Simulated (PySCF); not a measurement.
# CH9FSi3: the cost of one run

Programs: PySCF 2.14.0, with density-fitted response routines of our own. Each step states its level of theory. These are calculated values for one molecule in the gas phase, unless marked as measured. Atoms count from 0, in the outputs and in this text.

**1. The molecule as given**

14 atoms, charge 0, multiplicity 1; geometry from: GFN2-xTB. The atoms were then displaced at random by about 0.01 Å, so the start is not that level's minimum.

Bonds of the start (Å): F0–Si1 1.62, Si1–C2 1.89, C2–Si3 1.90, C2–Si4 1.92, Si1–H5 1.46, Si1–H6 1.46, C2–H7 1.09, Si3–H8 1.50, Si3–H9 1.44, Si3–H10 1.47, Si4–H11 1.48, Si4–H12 1.45, Si4–H13 1.46.

**2. Geometry optimisation at PBE0-D3(BJ)/def2-SVP**

Job settings and geometry (Å):

```
{"job": {"xc": "PBE0", "basis": "def2-SVP", "d3": "d3bj", "grid": 1, "shake": 0.01, "kind": "geom"}, "charge": 0, "multiplicity": 1}
F     -1.041620    -1.494020     1.678470
Si    -1.184330    -1.380030     0.066880
C     -0.050700     0.010980    -0.514000
Si    -0.573120     1.723780     0.111790
Si     1.789650    -0.346890    -0.080520
H     -2.596310    -1.107230    -0.171750
H     -0.763630    -2.696460    -0.399810
H     -0.074810     0.046580    -1.602260
H     -1.988140     1.965390    -0.306620
H      0.250520     2.756030    -0.455580
H     -0.548670     1.788340     1.582800
H      1.982650    -0.397940     1.385570
H      2.169510    -1.606250    -0.681280
H      2.621850     0.722660    -0.621450
```

The run is started by

```sh
> OMP_NUM_THREADS=1 python probes_run.py task.json out
```

This one command runs all jobs of the session in turn.

Q: Estimate the wall time and peak memory of this first job on 1 thread of Intel Xeon Platinum 8259CL at 2.50GHz, shared host.

About 81 s, with a peak of 0.52 GiB.
